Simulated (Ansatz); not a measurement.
**GaH₃ (singlet): from Hartree-Fock to the top rungs, cc-pVDZ**

An exercise on one series of results from a longer session: the logs are not shown, and one member is left open.

Computed with Ansatz 0.2.0, Gaussian basis. Level: cc-pVDZ, core rule «outside noble gas», up to 14 orbitals frozen.

The runs, in order: UHF; CCSD(T) on RHF; CCSD(T) on UHF; BCCD(T) on RHF; CISD; CCSDT(Q) on RHF; CCSDT(Q) on UHF; CCSDTQ on RHF; CASSCF and MRCISD+Q, 6 electrons in 7 orbitals; CASSCF and NEVPT4(SD), 6 electrons in 7 orbitals; CASSCF and NEVPT2, 6 electrons in 7 orbitals; Full CI.

25 further runs of the same task are left out: 5 for a known fault of the program, 7 that didn't finish, 13 set aside as unsound or not needed.

## What is computed

The geometry is a PBE0/def2-TZVP stationary point (not a proven minimum) of the parent state, kept for this charge and spin. No spin-orbit coupling is included. The filled d shell of Ga may be among the frozen orbitals whatever the setting's name suggests; the logs give the count.

4 atoms, charge 0, spin multiplicity 1.

Atoms are counted from 1 here; the program's logs count them from 0.

Bond lengths: Ga1–H2 1.585 Å, Ga1–H3 1.955 Å, Ga1–H4 1.955 Å, H3–H4 0.811 Å. Angles: H2–Ga1–H3 100.5°, H2–Ga1–H4 100.5°, H3–Ga1–H4 23.9°, Ga1–H3–H4 78.0°, Ga1–H4–H3 78.0°.

The first run:

File in.yaml:

```yaml
crystal:
  periodic: [false, false, false]
  atoms:
    - {symbol: Ga, position_ang: [0.000000, 0.027726, -0.045695]}
    - {symbol: H, position_ang: [0.000000, -1.477599, -0.541473]}
    - {symbol: H, position_ang: [0.405418, -0.220158, 1.851181]}
    - {symbol: H, position_ang: [-0.405418, -0.220158, 1.851181]}
basis:
  gaussian: {orbitals: cc-pVDZ}
magnetization: {spin_polarized: true, initial_magnetization: 0}
hamiltonian: {xc: hf}
output: {orbitals: {seedname: orbitals}}
```

Started as:

```console
$ ansatz run in.yaml --threads 1 --pin off --events-out ev --progress --plain --max-ram 2393MiB
```

Steps of the session up to this table: UHF; CCSD(T) on RHF; CCSD(T) on UHF; BCCD(T) on RHF; CISD; CCSDT(Q) on RHF; CCSDT(Q) on UHF; CCSDTQ on RHF; CASSCF and MRCISD+Q, 6 electrons in 7 orbitals; CASSCF and NEVPT4(SD), 6 electrons in 7 orbitals; CASSCF and NEVPT2, 6 electrons in 7 orbitals; Full CI.

One table of the session follows, with a row left open; its other results are not shown here.

It belongs to the step «Misses and costs». 

| method | from FCI (kJ/mol) |
| --- | --- |
| RHF | +293.1 |
| UHF | +282.8 |
| RMP2 | +79.0 |
| RCCSD | +5.2 |
| RCCSD(T) | +1.3 |
| BCCD(T) | +1.3 |
| RCCSDT | +0.2 |
| RCCSDT(Q) | 0.0 |
| RCCSDTQ | 0.0 |
| CASSCF valence | +132.7 |
| NEVPT2 valence | +44.7 |
| NEVPT4(SD) valence | +6.9 |
| MRCISD valence | +3.7 |
| MRCISD+Q valence | ? |
| FCI | 0 |

Q: Estimate the row for MRCISD+Q valence from the others.

The run gave: from FCI (kJ/mol): -0.1. In the column «from FCI (kJ/mol)» it is the lowest.

Not comparable, so not listed: CCSD(T) on UHF; CCSDT(Q) on UHF (they don't share determinant, frozen orbitals or solution with the rows shown, or repeat one).
